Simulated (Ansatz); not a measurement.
Write a Python script for Ansatz 0.2.0 through its Python package that makes a ladder of methods at one geometry of CH7SSbSi, SMILES C[SiH2][S][SbH2]. Use (for the species named): r2scan0, def2-SVP basis, multiplicity 1. The script varies functional: r2scan0, hf, cam_b3lyp, pbe0, revpbe.

```xyz
11

C    -0.6805    1.9736    0.3924
Si   -0.5521    0.2275   -0.1223
S     1.5021   -0.2440   -0.3375
Sb    1.1131   -2.5540   -0.9518
H    -0.2129    2.1766    1.3320
H    -0.2741    2.6836   -0.3966
H    -1.7784    2.2678    0.4895
H    -1.1920    0.0306   -1.4126
H    -1.1482   -0.6111    0.9506
H     2.7122   -3.0441   -0.6498
H     0.5760   -2.9636    0.7267
```

Script `ch7ssbsi.py`:
```python
"""One geometry of CH7SSbSi, method by method."""

from pathlib import Path

import ansatz
import numpy as np

system = (
    ansatz.Crystal.molecule()
    .atom("C", (-0.6805, 1.9736, 0.3924))
    .atom("Si", (-0.5521, 0.2275, -0.1223))
    .atom("S", (1.5021, -0.244, -0.3375))
    .atom("Sb", (1.1131, -2.554, -0.9518))
    .atom("H", (-0.2129, 2.1766, 1.332))
    .atom("H", (-0.2741, 2.6836, -0.3966))
    .atom("H", (-1.7784, 2.2678, 0.4895))
    .atom("H", (-1.192, 0.0306, -1.4126))
    .atom("H", (-1.1482, -0.6111, 0.9506))
    .atom("H", (2.7122, -3.0441, -0.6498))
    .atom("H", (0.576, -2.9636, 0.7267))
)

calc = system.calculation().basis(gaussian="def2-SVP")

print("functional    E (Ha)        dipole (D)   HOMO (eV)  LUMO (eV)")
for name in ["r2scan0", "hf", "cam_b3lyp", "pbe0", "revpbe"]:
    summary = calc.functional(name).forces().orbitals().run(runs_dir="runs").report
    lines = Path(summary["orbitals_path"]).read_text().splitlines()
    field_of = lambda key: [line.split("=")[1].strip() for line in lines if line.startswith(key)]
    orbitals = [(27.211386 * float(e), s, float(n)) for e, s, n in zip(field_of("Ene="), field_of("Spin="), field_of("Occup="))]
    homo = max(e for e, _, n in orbitals if n > 0.5)
    lumo = min(e for e, _, n in orbitals if n < 0.5)
    dipole = 4.803205 * np.linalg.norm(summary["charge_distribution"]["dipole_moment_e_ang"])
    print(f"{name:10s} {summary['free_energy_ev'] / 27.211386246:14.6f} {dipole:9.3f} {homo:11.3f} {lumo:10.3f}")
```

`python ch7ssbsi.py` gives:
```text
functional    E (Ha)        dipole (D)   HOMO (eV)  LUMO (eV)
r2scan0       -970.003661     1.172      -6.876     -1.019
hf            -967.440131     1.363      -9.149      2.031
cam_b3lyp     -969.996184     1.154      -7.875     -0.026
pbe0          -969.722221     1.131      -6.689     -1.089
revpbe        -969.926151     1.067      -5.518     -1.763
```

Notes:
- Total energies depend on the basis set; only differences at equal settings carry meaning.
- The geometry is a force-field or estimated start, not a minimum of this method, and the basis set is short of its limit. A lower total doesn't mark the better method: functionals have no common bound, and MP2 and coupled cluster aren't variational.
- def2 sets replace the cores of elements past krypton by effective core potentials.
- Levels such as HOMO and LUMO are orbital energies: with these approximate functionals they aren't the ionisation energy and electron affinity, and their gap isn't the fundamental gap.
- Hardware and time: 32 s on 1 thread of Arm Neoverse V2, with other jobs on the host, peak memory 0.36 GiB.
